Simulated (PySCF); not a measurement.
# C7H6: the cost of one run

Computed with PySCF 2.14.0 and routines of our own; the level stands in each step. Atoms count from 0.

## 1. The starting structure

13 atoms, charge 0, multiplicity 1; geometry from: GFN2-xTB.

## 2. Geometry optimisation at PBE0/def2-SVP

The job: settings as JSON, then the geometry in Å.

```
{"job": {"xc": "PBE0", "basis": "def2-SVP", "grid": 1, "kind": "geom"}, "charge": 0, "multiplicity": 1}
C     -3.192752     0.208144     0.060898
C     -2.120070    -0.342243    -0.498983
C     -0.800546    -0.087047    -0.078908
C      0.331162     0.129706     0.277888
C      1.674728     0.379523     0.693795
C      2.729815    -0.689444     0.521858
C      2.802125     0.300853    -0.310449
H     -3.107423     0.895893     0.885715
H     -4.187230    -0.012033    -0.287731
H     -2.216058    -1.033452    -1.328652
H      1.756190     1.075252     1.527648
H      3.074464    -1.620774     0.897130
H      3.251207     0.796108    -1.135121
```

Command:

```
OMP_NUM_THREADS=1 python excited_run.py task.json out
```

The driver reads the jobs from task.json and runs them one after another.

**Question.** How long does this first job take on 1 thread of Arm Neoverse N1, shared host, and how much memory does it need?

About 32 s, with a peak of 0.53 GiB.
